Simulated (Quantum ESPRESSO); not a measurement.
MoSe:

```xyz
2
Lattice="3.5002 0.0000 0.0000 0.0000 3.5002 0.0000 0.0000 0.0000 3.5002" Properties=species:S:1:pos:R:3 pbc="T T T"
Mo    0.0000    0.0000    0.0000
Se    1.7501    1.7501    1.7501
```

The cell was built by a generator and needn't be a form met in nature.

Base run:

| Item | Value |
| --- | --- |
| Program | Quantum ESPRESSO 7.5 |
| Functional | LDA |
| Potentials or basis | SSSP 1.3 efficiency PBE |
| Cutoff | 816 eV |
| Density cutoff | 5987 eV |
| k mesh | 8 × 8 × 8 |
| Occupations | fermi-dirac, width 0.05 eV |
| Spin | no spin polarisation |
| Hubbard terms | Mo d U = 3 eV |

Its results: band gap on the k mesh none (metal or under the smearing width); pressure -23.9 GPa.

Question: The run is repeated on the same cell with these changes: hubbard terms from Mo d U = 3 eV to Mo d U = 2 eV. What comes out?

Answer: Band gap on the k mesh none (metal or under the smearing width); pressure -32.0 GPa.

Caveats: the potentials were made for another functional, which shifts forces and pressure; U without spin polarisation on a metal has little footing; a pressure of tens of GPa on the cell as given is suspect, and the run, the potentials or the cell itself is likely at fault (some runs).
